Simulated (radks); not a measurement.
# Dy⁵³⁺ in [Ne] 3s2 3p1: an all-electron calculation

An exercise on one series of results from a longer session: the logs are not shown, and one member is left open.

The numbers are computed with radks (a radial shooting solver on a logarithmic mesh, Libxc functionals) version 1 (scalar-relativistic Kohn-Sham, PBE, spin-polarised, spherical densities, finite nucleus; open shells are filled with parallel spins first), except any that are marked as measured or tabulated.

## Starting point

```
element            : dysprosium (Z = 66)
charge             : +53
electrons          : 13
configuration      : [Ne] 3s2 3p1
nuclear rms radius : 5.2218 fm
```

Outer shells as boxes (Hund's rule):

Dy⁵³⁺
```
[Ne] core
3s [↑↓]
3p [↑ ][  ][  ]
```

Set-up of the first run:

Settings of this run:

```text
Z 66
configuration [Ne] 3s2 3p1
relativity scalar-relativistic
functional pbe,pbe
spin polarised
nucleus finite rms 5.2218 fm
c 137.035999084
```

Steps of the session up to this table: Self-consistent calculation.

One of the session's tables, all rows but one given; the rest of the session is left out.

It belongs to the step «Orbitals and density». Sizes of the orbitals, from the radial functions (bohr):

| level | <r> | outermost maximum (interpolated) | 90 % within | nodes |
| --- | --- | --- | --- | --- |
| 1s up | 0.02111 | 0.0134 | 0.0382 | 0 |
| 1s down | 0.02111 | 0.0134 | 0.0382 | 0 |
| 2s up | 0.08852 | 0.0755 | 0.137 | 1 |
| 2s down | 0.08850 | 0.0755 | 0.137 | 1 |
| 2p up | ? | ? | ? | ? |
| 2p down | 0.07809 | 0.0611 | 0.127 | 0 |
| 3s up | 0.2128 | 0.202 | 0.309 | 2 |
| 3s down | 0.2129 | 0.202 | 0.309 | 2 |
| 3p up | 0.2072 | 0.196 | 0.306 | 1 |
| 3p down | 0.2073 | 0.196 | 0.307 | 1 |

Estimate the missing values for 2p up.

As computed: <r>: 0.07810; outermost maximum (interpolated): 0.0611; 90 % within: 0.127; nodes: 0. In the column «<r>» it lies between 2p down (0.07809) and 2s down (0.08850).

To keep in mind: Open shells are spherical and high-spin; term and fine-structure splittings are not resolved.
